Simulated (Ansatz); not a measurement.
Set up this calculation in Ansatz 0.2.0, as the native input.

```yaml
Task: single point
Functional: PBE
Potentials_or_basis: Ansatz PAW
Cutoff: "420 eV (not typed: the program's choice for these potentials)"
k_mesh: 6 × 6 × 1
Occupations: fermi-dirac, width 0.05 eV
Spin: no spin polarisation
Boundary_along_the_surface_normal: dipole_correction
Miller: 1 × 1 × 1
Adsorbate: HCN
Bulk_formula: Ir
```

HIr12CN, a slab with vacuum:

```
CELL_PARAMETERS angstrom
5.42973 0.00000 0.00000
-2.71487 4.70229 0.00000
0.00000 0.00000 24.64896
ATOMIC_POSITIONS crystal
Ir 0.33333 0.16667 0.32456
Ir 0.33333 0.66667 0.32456
Ir 0.83333 0.16667 0.32456
Ir 0.83333 0.66667 0.32456
Ir 0.66667 0.33333 0.41449
Ir 0.66667 0.83333 0.41449
Ir 0.16667 0.33333 0.41449
Ir 0.16667 0.83333 0.41449
Ir 0.00000 0.50000 0.50442
Ir 0.00000 0.00000 0.50442
Ir 0.50000 0.50000 0.50442
Ir 0.50000 0.00000 0.50442
C 0.50000 0.00000 0.65765
N 0.50000 0.00000 0.61071
H 0.50000 0.00000 0.70060
```

The cell isn't the ideal one: HCN (donor) over a top site of the (1 1 1) slab of Ir, cut from the database cell, not relaxed.

One way to write it, as run:

input.yaml

```yaml
crystal:
  lattice:
    - [5.4297315514, 0.0, 0.0]
    - [-2.7148657757, 4.7022854592, 0.0]
    - [0.0, 0.0, 24.6489572471]
  atoms:
    - { symbol: Ir, position: [0.3333333333, 0.1666666667, 0.3245573401] }
    - { symbol: Ir, position: [0.3333333333, 0.6666666667, 0.3245573401] }
    - { symbol: Ir, position: [0.8333333333, 0.1666666667, 0.3245573401] }
    - { symbol: Ir, position: [0.8333333333, 0.6666666667, 0.3245573401] }
    - { symbol: Ir, position: [0.6666666667, 0.3333333333, 0.4144872548] }
    - { symbol: Ir, position: [0.6666666667, 0.8333333333, 0.4144872548] }
    - { symbol: Ir, position: [0.1666666667, 0.3333333333, 0.4144872548] }
    - { symbol: Ir, position: [0.1666666667, 0.8333333333, 0.4144872548] }
    - { symbol: Ir, position: [0.0, 0.5, 0.5044171696] }
    - { symbol: Ir, position: [0.0, 0.0, 0.5044171696] }
    - { symbol: Ir, position: [0.5, 0.5, 0.5044171696] }
    - { symbol: Ir, position: [0.5, 0.0, 0.5044171696] }
    - { symbol: C, position: [0.5, 0.0, 0.6576528607] }
    - { symbol: "N", position: [0.5, 0.0, 0.6107096984] }
    - { symbol: H, position: [0.5, 0.0, 0.7005958538] }
hamiltonian:
  xc: pbe
  pseudopotentials: { kind: paw }
kpoints:
  mp_grid: { grid: [6, 6, 1] }
scf:
  occupations: { method: fermi_dirac, width: 0.05 }
output:
  forces: true
  eigenvalues: true
  write_density: true
  write_potential: true
  elf: true
  volumetric_format: npy
efield:
  axis: 3
  dipole_correction: true
  ramp_width: 0.04
```

Potentials or basis: Ansatz PAW.

Launch:

```bash
$ ansatz run input.yaml --threads 4 --pin off --max-ram 11264MiB --backend cpu --events-out ev --progress --plain --runs-dir out
```

Results of the run:

```yaml
Largest_force: 0.569 eV/Å
Band_gap_on_the_k_mesh: none (metal or under the smearing width)
Work_function_of_the_upper_face: 1.35 eV
Work_function_of_the_lower_face: 5.38 eV
Dipole_across_the_slab: 0.568 e·Å
```

Wall time 39 s on 4 threads of Arm Neoverse N1, on a shared host, peak memory 1.9 GiB.
